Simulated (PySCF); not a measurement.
# CsF (CsF): the cost of one run

Programs: PySCF 2.14.0, with routines of our own; each step states its level. All values are computed. Atoms count from 0.

## (1) The system as given

2 atoms, charge 0, multiplicity 1; geometry from: GFN2-xTB.

## (2) Geometry optimisation at PBE0-D3(BJ)/def2-SVP

What the job is given:

```
{"job": {"xc": "PBE0", "basis": "def2-SVP", "d3": "d3bj", "grid": 1, "maxiter": 30, "shake": 0.01, "kind": "geom"}, "charge": 0, "multiplicity": 1}
F      1.175620    -0.027960     0.000750
Cs    -1.158130    -0.000860    -0.012870
```

Started as:

```sh
$ OMP_NUM_THREADS=1 python heavy_run.py task.json out
```

This one command runs all jobs of the session in turn.

**Question.** How long does this first job take on 1 thread of Arm Neoverse N1, shared host, and how much memory does it need?

About 10 s, with a peak of 0.25 GiB.
